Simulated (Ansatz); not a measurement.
**MgC: a trial structure relaxed**

Where does MgC go from the start given, CrB type (Cmcm, No. 63)?

Computed with Ansatz 0.2.0 (DFT PBE, scalar-relativistic, plane waves, PAW, unless a step's input says otherwise).

3 further runs of the same task are left out: 3 set aside as unsound or not needed.

## Step 1: The structure to begin with

It takes space group Cmcm (No. 63, orthorhombic). The conventional cell has a = 3.400 Å, b = 8.971 Å, c = 3.377 Å, α = 90.00°, β = 90.00°, γ = 90.00°. Around Mg (site symmetry m2m) lie 7 C at 2.45 to 2.73 Å. C (site symmetry m2m) is surrounded by 2 C at 1.91 Å and 7 Mg at 2.45 to 2.73 Å.

Structure file:

```
CELL_PARAMETERS angstrom
1.69998 -4.48543 0.00000
1.69998 4.48543 0.00000
0.00000 0.00000 3.37700
ATOMIC_POSITIONS crystal
Mg 0.85400 0.14600 0.75000
Mg 0.14600 0.85400 0.25000
C 0.55000 0.45000 0.75000
C 0.45000 0.55000 0.25000
```

(A quick probe on a coarse mesh, which set the mesh and smearing, is not shown.)

## Step 3: Coarse relaxation

File input.yaml:

```yaml
crystal:
  lattice:
    - [1.6999846769, -4.4854325427, 0.0]
    - [1.6999846769, 4.4854325427, 0.0]
    - [0.0, 0.0, 3.3769965879]
  atoms:
    - { symbol: Mg, position: [0.854, 0.146, 0.75] }
    - { symbol: Mg, position: [0.146, 0.854, 0.25] }
    - { symbol: C, position: [0.55, 0.45, 0.75] }
    - { symbol: C, position: [0.45, 0.55, 0.25] }
basis:
  ecutwfc: 420
kpoints:
  mp_grid: { grid: [6, 6, 6] }
hamiltonian:
  xc: pbe
scf:
  occupations: { method: gaussian, width: 0.1 }
  lower_state_search: "off"
output:
  forces: true
  stress: true
  eigenvalues: true
relax:
  adjacent_minimum: "off"
  f_tol: 0.04
  max_steps: 70
  cell: { stress_tol: 0.4 }
```

Started as:

```sh
> ansatz run input.yaml --threads 1 --pin off --max-ram 2560MiB --backend cpu --events-out ev --progress --plain --runs-dir out
```

The session goes on with these runs: full relaxation; reference for the rattle test; rattled and relaxed without symmetry; quick check of gap, pressure and forces (the lower structure); the relaxation (the lower structure).

What does the calculation give? Wanted: for each run, candidate; start; space group at the end; atoms; volume; energy above the lowest; formation energy.

The runs gave:

Formation energies count from the elements, computed with the same settings in runs not shown here.

| candidate | start | space group at the end | atoms | volume (Å³/atom) | energy above the lowest (meV/atom) | gap on the mesh (eV) | formation energy (eV/atom) |
| --- | --- | --- | --- | --- | --- | --- | --- |
| A' | from a rattle test | P2_1/m | 4 | 13.06 | 0.0 | 0.00 | +0.463 |
| A | CrB type (Cmcm, No. 63) | Cmcm | 4 | 10.41 | 217.3 | 0.00 | +0.680 |

A' (P2_1/m) is lowest, 217 meV/atom under A. The ranking holds among these candidates alone. The lowest formation energy here, +0.46 eV/atom, is positive, so the elements lie lower than the structures tried; another structure of the compound can lie lower.
